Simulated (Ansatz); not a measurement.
**Si2Mo: response to strain**

Aim: deform Si2Mo (zz strain of -1 %) and compute stress, forces and field gradients with LAPW, PAW and all-electron datasets made for the crystal.

Program: Ansatz 0.2.0. Level of theory: DFT PBEsol, scalar-relativistic. These are calculated values, not measurements.

## (1) Starting point

Symmetry: I4/mmm, No. 139, tetragonal system. The conventional cell has a = 3.200 Å, b = 3.200 Å, c = 7.861 Å, α = 90.00°, β = 90.00°, γ = 90.00°. Si (site symmetry 4mm) has 5 Si at 2.61 to 2.63 Å and 5 Mo at 2.62 Å as nearest neighbours. Mo (site symmetry 4/mmm) is surrounded by 10 Si at 2.62 Å.

Structure file:

```
CELL_PARAMETERS angstrom
-1.60000 1.60000 3.93050
1.60000 -1.60000 3.93050
1.60000 1.60000 -3.93050
ATOMIC_POSITIONS crystal
Si 0.33300 0.33300 0.00000
Si 0.66700 0.66700 0.00000
Mo 0.00000 0.00000 0.00000
```

Atoms are numbered in the order of the input: Si1, Si2, Mo3.

## (2) The deformed structure

Space group I4/mmm before, I4/mmm after.

## (3) Full-potential LAPW

The input, input.yaml:

```yaml
crystal:
  lattice:
    - [-1.6, 1.6, 3.891195]
    - [1.6, -1.6, 3.891195]
    - [1.6, 1.6, -3.891195]
  atoms:
    - { symbol: Si, position: [0.333, 0.333, 0.0] }
    - { symbol: Si, position: [0.667, 0.667, 0.0] }
    - { symbol: Mo, position: [0.0, 0.0, 0.0] }
kpoints:
  mp_grid: { grid: [12, 12, 16] }
  band_path:
    path:
      - [0.0, 0.0, 0.0]
      - [0.0, 0.0, 0.5]
      - [0.25, 0.25, 0.25]
      - [0.0, 0.5, 0.0]
      - [0.0, 0.0, 0.0]
      - [0.5, 0.5, -0.5]
      - [0.2922682224, 0.7077317776, -0.2922682224]
      - [-0.2922682224, 0.2922682224, 0.2922682224]
      - [0.0, 0.0, 0.0]
    npoints: 5
scf:
  occupations: { method: fermi_dirac, width: 0.03 }
hamiltonian:
  xc: pbesol
  pseudopotentials: { kind: all_electron, lapw: { basis_error: 0.001 } }
output:
  forces: true
  stress: true
  eigenvalues: true
```

Run with:

```sh
> ansatz run input.yaml --threads 1 --pin off --max-ram 6144MiB --backend cpu --events-out ev --progress --plain --runs-dir out
```

## (4) PAW with frozen cores

The input, input.yaml:

```yaml
crystal:
  lattice:
    - [-1.6, 1.6, 3.891195]
    - [1.6, -1.6, 3.891195]
    - [1.6, 1.6, -3.891195]
  atoms:
    - { symbol: Si, position: [0.333, 0.333, 0.0] }
    - { symbol: Si, position: [0.667, 0.667, 0.0] }
    - { symbol: Mo, position: [0.0, 0.0, 0.0] }
kpoints:
  mp_grid: { grid: [12, 12, 16] }
scf:
  occupations: { method: fermi_dirac, width: 0.03 }
hamiltonian:
  xc: pbesol
  pseudopotentials: { kind: paw }
output:
  forces: true
  stress: true
  eigenvalues: true
  efg: { contact_densities: true }
```

## (5) Datasets made for this crystal

input.yaml: that of step 4 with these lines changed.

```diff
@@ -15,3 +15,3 @@
   xc: pbesol
-  pseudopotentials: { kind: paw }
+  pseudopotentials: { kind: all_electron, datasets: crystal }
 output:
```

(Steps that only read results are left out.)

Q: Predict the outcome of this session. Wanted: pressure; largest shear or deviatoric stress.

As calculated:

| quantity | value |
| --- | --- |
| pressure | LAPW -0.32, PAW -0.36, crystal datasets -0.32 GPa |
| largest shear or deviatoric stress (LAPW) | 2.03 GPa |

**Reading.** The largest part of the stress beyond the pressure is 2.03 GPa in size, in the zz component; the atoms are carried along and not relaxed. No run of the undeformed cell stands beside it, so the pressure holds what the given cell had before the change. PAW: stress within 0.04 GPa of LAPW, forces within 1 meV/Å. Crystal datasets: stress within 0.01 GPa of LAPW, forces within 1 meV/Å. The k mesh doesn't keep the crystal's whole symmetry, which leaves small spurious terms.
